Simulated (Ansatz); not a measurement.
What does this script print? It uses Ansatz 0.2.0, Python API.

The script reads `POSCAR_batio3`:
```text
BaTiO3
1.0
   4.00600000    0.00000000    0.00000000
   0.00000000    4.00600000    0.00000000
   0.00000000    0.00000000    4.00600000
Ba Ti O
1 1 3
Direct
   0.50000000    0.50000000    0.50000000
   0.00000000    0.00000000    0.00000000
   0.50000000    0.00000000    0.00000000
   0.00000000    0.50000000    0.00000000
   0.00000000    0.00000000    0.50000000
```

The script, `run_bands.py`:
```python
"""Bands of BaTiO3 along a path through the zone."""

import ansatz as az
from ase.io import read
import numpy as np

atoms = read("POSCAR_batio3", format="vasp")
structure = az.Crystal.from_ase(atoms)

# high-symmetry points in fractions of the reciprocal vectors
path = [
    ("G", (0.0, 0.0, 0.0)),
    ("X", (0.0, 0.5, 0.0)),
    ("M", (0.5, 0.5, 0.0)),
    ("G", (0.0, 0.0, 0.0)),
    ("R", (0.5, 0.5, 0.5)),
    ("X", (0.0, 0.5, 0.0)),
]
calc = (
    structure.calculation()
    .functional("pbe")
    .pseudopotentials("paw")
    .kpoints(mesh=(6, 6, 6))
    .occupations("fixed")
    .band_structure([point for _, point in path], intervals=8)
    .scf(extra_bands=6)
    .band_table()
)
done = calc.run(threads=1)
r = done.report

for key in ("converged", "n_iterations", "n_electrons", "n_kpoints", "n_pw", "n_symmetry_ops", "free_energy_ev", "fermi_energy_ev"):
    print(f"{key:18s} {r[key]}")

fermi = r["fermi_energy_ev"]
print("levels less the Fermi level (eV) at the first k-points (first spin channel where there are two)")
for k, levels in list(zip(r["kpoints_frac"], r["eigenvalues_ev"]))[:3]:
    print("k = ({:.3f}, {:.3f}, {:.3f})".format(*k))
    print("   ", " ".join(f"{e - fermi:.3f}" for e in levels))

bands = done.band_structure()
fermi = bands.fermi_energy_ev
print(f"zero of the bands: {fermi:.3f} eV, the Fermi level found on the SCF mesh")
levels = bands.channels[0].eigenvalues_ev - fermi
filled = round(r["n_electrons"]) // 2
valence, conduction = levels[:, filled - 1], levels[:, filled]
print("k (fractions)              top valence  bottom conduction (eV)")
for k, lo, hi in zip(bands.kpoints_frac, valence, conduction):
    print(f"{k[0]:7.3f} {k[1]:7.3f} {k[2]:7.3f} {lo:12.3f} {hi:13.3f}")
print(f"on this path: least direct gap {np.min(conduction - valence):.3f} eV, least gap {conduction.min() - valence.max():.3f} eV")
```

```console
$ python run_bands.py
DeckWarning: basis.ecutwfc = 420 eV, auto-derived from the records' recommended cutoffs: set by Ba (normal level)
converged          True
n_iterations       6
n_electrons        40.0
n_kpoints          20
n_pw               1237
n_symmetry_ops     48
free_energy_ev     -10159.562210791451
fermi_energy_ev    10.266260728975631
levels less the Fermi level (eV) at the first k-points (first spin channel where there are two)
k = (0.000, 0.000, 0.000)
    -56.557 -32.776 -32.776 -32.776 -24.638 -16.835 -16.166 -16.166 -9.831 -9.831 -9.831 -2.261 -2.261 -2.261 -1.104 -1.104 -1.104 -0.108 -0.108 -0.108 1.805 1.805 1.805 3.950 3.950 5.174
k = (0.000, 0.000, 0.167)
    -56.557 -32.789 -32.776 -32.776 -24.608 -16.855 -16.158 -16.137 -9.790 -9.790 -9.727 -2.698 -2.337 -2.337 -1.376 -1.376 -1.317 -0.730 -0.291 -0.291 1.836 2.315 2.315 3.951 4.635 5.648
k = (0.000, 0.000, 0.333)
    -56.556 -32.814 -32.775 -32.775 -24.548 -16.978 -16.142 -15.978 -9.704 -9.704 -9.522 -3.544 -2.568 -2.568 -1.709 -1.709 -1.686 -1.568 -0.559 -0.559 1.899 3.144 3.144 3.954 5.586 6.638
zero of the bands: 10.266 eV, the Fermi level found on the SCF mesh
k (fractions)              top valence  bottom conduction (eV)
  0.000   0.000   0.000       -0.108         1.805
  0.000   0.062   0.000       -0.141         1.810
  0.000   0.125   0.000       -0.223         1.823
  0.000   0.188   0.000       -0.327         1.843
  0.000   0.250   0.000       -0.434         1.867
  0.000   0.312   0.000       -0.531         1.892
  0.000   0.375   0.000       -0.607         1.913
  0.000   0.438   0.000       -0.656         1.927
  0.000   0.500   0.000       -0.672         1.932
  0.062   0.500   0.000       -0.728         2.008
  0.125   0.500   0.000       -0.872         2.213
  0.188   0.500   0.000       -0.735         2.494
  0.250   0.500   0.000       -0.469         2.801
  0.312   0.500   0.000       -0.273         3.090
  0.375   0.500   0.000       -0.143         3.327
  0.438   0.500   0.000       -0.071         3.482
  0.500   0.500   0.000       -0.049         3.537
  0.438   0.438   0.000       -0.092         3.473
  0.375   0.375   0.000       -0.206         3.293
  0.312   0.312   0.000       -0.346         3.024
  0.250   0.250   0.000       -0.451         2.706
  0.188   0.188   0.000       -0.459         2.379
  0.125   0.125   0.000       -0.349         2.089
  0.062   0.062   0.000       -0.175         1.882
  0.000   0.000   0.000       -0.108         1.805
  0.062   0.062   0.062       -0.217         1.946
  0.125   0.125   0.125       -0.442         2.290
  0.188   0.188   0.188       -0.627         2.732
  0.250   0.250   0.250       -0.583         3.191
  0.312   0.312   0.312       -0.368         3.598
  0.375   0.375   0.375       -0.178         3.914
  0.438   0.438   0.438       -0.046         4.121
  0.500   0.500   0.500        0.000         4.193
  0.438   0.500   0.438       -0.025         4.131
  0.375   0.500   0.375       -0.106         3.951
  0.312   0.500   0.312       -0.254         3.670
  0.250   0.500   0.250       -0.482         3.302
  0.188   0.500   0.188       -0.775         2.874
  0.125   0.500   0.125       -0.926         2.437
  0.062   0.500   0.062       -0.757         2.080
  0.000   0.500   0.000       -0.672         1.932
on this path: least direct gap 1.913 eV, least gap 1.805 eV
```
(Warnings from the package without file and line.)

Notes:
- Total energies depend on the potentials; only differences at equal settings carry meaning. A total without «per atom» is that of the cell as typed.
- No spin polarisation was allowed.
- Semilocal gaps usually lie well under measured ones.
- The computed bands are complete only to about 5.2 eV above the Fermi level.
- With fixed filling the reported Fermi level is the top filled level among the k-points of the SCF.
- An absolute Fermi energy rests on an arbitrary zero of the periodic potential and has no direct meaning.
- This is a high-temperature or high-pressure form, not the ambient phase.
- The structure is a deposited one; some such entries were measured under pressure or heat, so a shift against it needn't be the functional's error alone.
- Levels are Kohn-Sham eigenvalues on this mesh, without spin-orbit coupling.
- The whole script took 4.2 s on 1 thread of Arm Neoverse V2, with other jobs on the host, peak memory 0.4 GiB.
